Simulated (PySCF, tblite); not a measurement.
# F2H3S2Si2 radical: geometry, infrared bands and EPR parameters

What infrared bands and EPR parameters should F2H3S2Si2 radical (`F[Si](F)(S)S[SiH2]`) show?

The runs use tblite 0.8.0 and PySCF 2.14.0, with density-fitted response routines of our own; the level of theory stands in each step. All values are computed, except where a source is named. Atoms count from 0, in the outputs and in this text.

## Step 1: Starting geometry

9 atoms, charge 0, multiplicity 2; geometry from: force field or distance geometry start.

Bonds of the start (Å): F0–Si1 1.62, Si1–F2 1.60, Si1–S3 2.12, Si1–S4 2.11, S4–Si5 2.13, S3–H6 1.33, Si5–H7 1.49, Si5–H8 1.49.

## Step 2: Relaxing the molecule with GFN2-xTB

The job: settings as JSON, then the geometry in Å.

```
{"job": {"kind": "relax", "xc": "GFN2-xTB", "basis": "xTB"}, "charge": 0, "multiplicity": 2}
F     -0.200200    -1.860400     1.108100
Si    -0.839000    -0.617100     0.298800
F     -1.396100     0.453700     1.344200
S     -2.413200    -1.289000    -0.957900
S      0.658800     0.269600    -0.899400
Si     1.961400     0.559900     0.755900
H     -2.596400    -0.113700    -1.558000
H      1.511400     1.765400     1.499900
H      3.327000     0.837700     0.228500
```

The run is started by

```
$ OMP_NUM_THREADS=1 python probes_run.py task.json out
```

This one command runs all jobs of the session in turn.

**Question.** This job is followed by: GFN2-xTB harmonic vibrations, gas phase; UKS B3LYP, pcH-1 on F H S Si, non-relativistic, mean-field spin-orbit, GIAO. Predict these results of the whole session: strongest single infrared mode (GFN2-xTB); zero-point energy (GFN2-xTB); g(iso) (B3LYP); ⟨S²⟩; largest a(iso) (averaged by class); potential on the surface of density 0.002 e/bohr³, 1st and 99th percentile.

As calculated:

```
                                                                  quantity                    value
                                 strongest single infrared mode (GFN2-xTB)    2363 cm⁻¹, 310 km/mol
                                              zero-point energy (GFN2-xTB)            20.2 kcal/mol
                                                            g(iso) (B3LYP)                  2.00537
                                                                      ⟨S²⟩       0.752 (exact 0.75)
                                        largest a(iso) (averaged by class)  29Si on Si5, -577.6 MHz
potential on the surface of density 0.002 e/bohr³, 1st and 99th percentile       -0.84 V and 1.74 V
```

In words: Over 78 steps the energy fell by 0.191 eV; of the close pairs, S4–Si5 changed most, 2.126 to 2.175 Å. No mode is imaginary among the 21: a minimum at this level. The strongest single mode, at 2363 cm⁻¹, moves mainly H8. Unscaled tight-binding wavenumbers are off by several per cent, some by more. Its intensities can rank the bands wrongly. Si5 carries the largest spin population, 0.86 e. The isotropic g lies 3.1 ppt above the free-electron value. These values are for one conformer; the search (at its own cheap level) found 1 more, at 1.41 kcal/mol, and measured spectra average over such forms.
